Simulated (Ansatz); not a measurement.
# Mg3SiN: the cost of one run

Method: DFT PBE, scalar-relativistic, plane waves, PAW, in Ansatz 0.2.0.

## (1) The structure to begin with

Symmetry: Pm-3m, No. 221, cubic system. The conventional cell has a = 4.220 Å, b = 4.220 Å, c = 4.220 Å, α = 90.00°, β = 90.00°, γ = 90.00°. Around Mg (site symmetry 4/mmm) lie 2 Si at 2.11 Å and 8 Mg at 2.98 Å and 4 N at 2.98 Å. Si (site symmetry m-3m) is surrounded by 6 Mg at 2.11 Å. Around N (site symmetry m-3m) lie 12 Mg at 2.98 Å.

Coordinates:

```xyz
5
Lattice="4.2201 0.0000 0.0000 0.0000 4.2201 0.0000 0.0000 0.0000 4.2201" Properties=species:S:1:pos:R:3 pbc="T T T"
Mg    0.0000    2.1100    2.1100
Mg    2.1100    0.0000    2.1100
Mg    2.1100    2.1100    0.0000
Si    2.1100    2.1100    2.1100
N     0.0000    0.0000    0.0000
```

A structure generator made this guess: random cell by space group and Wyckoff sites (Pm-3m, No. 221). Lengths come from tabulated atomic sizes and are only a guess.

## (2) Probe: one point on a coarse mesh

Contents of input.yaml:

```yaml
crystal:
  lattice:
    - [4.22008742, 0.0, 0.0]
    - [0.0, 4.22008742, 0.0]
    - [0.0, 0.0, 4.22008742]
  atoms:
    - { symbol: Mg, position: [0.0, 0.5, 0.5] }
    - { symbol: Mg, position: [0.5, 0.0, 0.5] }
    - { symbol: Mg, position: [0.5, 0.5, 0.0] }
    - { symbol: Si, position: [0.5, 0.5, 0.5] }
    - { symbol: "N", position: [0.0, 0.0, 0.0] }
basis:
  ecutwfc: 420
kpoints:
  mp_grid: { grid: [4, 4, 4] }
hamiltonian:
  xc: pbe
scf:
  occupations: { method: gaussian, width: 0.1 }
  lower_state_search: "off"
output:
  forces: true
  stress: true
  eigenvalues: true
```

Started as:

```sh
ansatz run input.yaml --threads 1 --pin off --max-ram 2560MiB --backend cpu --events-out ev --progress --plain --runs-dir out
```

Q: Estimate wall time and peak memory on 1 thread of Intel Xeon Platinum 8488C (Sapphire Rapids), shared host.

About 1.2 s, with a peak of 0.36 GiB.
